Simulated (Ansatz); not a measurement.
Run this with Ansatz's Python interface and show what comes out.

Contents of `h7nsesi2.xyz`:
```text
11

Si   -0.20240    1.50630   -0.53790
N    -0.57380    0.40570    0.79190
Si    0.66790   -0.85380    0.74620
Se    0.46450   -2.23470   -1.02840
H    -0.28900    0.83290   -1.85440
H    -1.28310    2.61410   -0.55190
H     1.09490    2.17890   -0.36480
H    -1.43900   -0.04700    0.57700
H     0.62030   -1.63260    2.03650
H     2.03570   -0.23480    0.71170
H    -1.03080   -2.59190   -0.50530
```

`h7nsesi2_spin.py`
```python
'''Gap between spin states of H7NSeSi2 at one geometry.'''

import ansatz as az

BASIS_SET = 'cc-pVDZ'
FUNCTIONAL = 'cam_b3lyp'

geometry = az.Crystal.molecule_from_extxyz('h7nsesi2.xyz')

setup = geometry.calculation()
setup = setup.basis(gaussian=BASIS_SET)
setup = setup.functional(FUNCTIONAL)
found = {}
for unpaired in [0, 2]:
    data = setup.spin('collinear', total=unpaired).run(threads=1, pin='off').report
    s = unpaired / 2
    found[unpaired] = data['free_energy_ev']
    print(f'2S+1 = {unpaired + 1}: E = {found[unpaired]:.5f} eV, <S^2> = {abs(data["mean_field"]["state"]["spin_squared"]):.3f} (pure state {s * (s + 1):.2f})')
lowest = min(found, key=found.get)
for unpaired, e in found.items():
    print(f'multiplicity {unpaired + 1}: {(e - found[lowest]):.3f} eV above the lowest')
```

```console
$ python h7nsesi2_spin.py
2S+1 = 1: E = -82711.71057 eV, <S^2> = 0.000 (pure state 0.00)
2S+1 = 3: E = -82707.42915 eV, <S^2> = 2.005 (pure state 2.00)
multiplicity 1: 0.000 eV above the lowest
multiplicity 3: 4.281 eV above the lowest
```

In order: multiplicity 1 (+0.00 eV) and multiplicity 3 (+4.28 eV), all at the one geometry.

Reading the output:
- The settings weren't tested for convergence.
- The geometry is a force-field or estimated start, not a minimum of this method, and the basis set is short of its limit. All parts are taken at fixed geometry, without zero-point energy.
- Run time: 29 s on 1 thread of Arm Neoverse V2 (shared host), peak memory 0.55 GiB.

(Lines on the test bed's own set-up are left out of the output.)
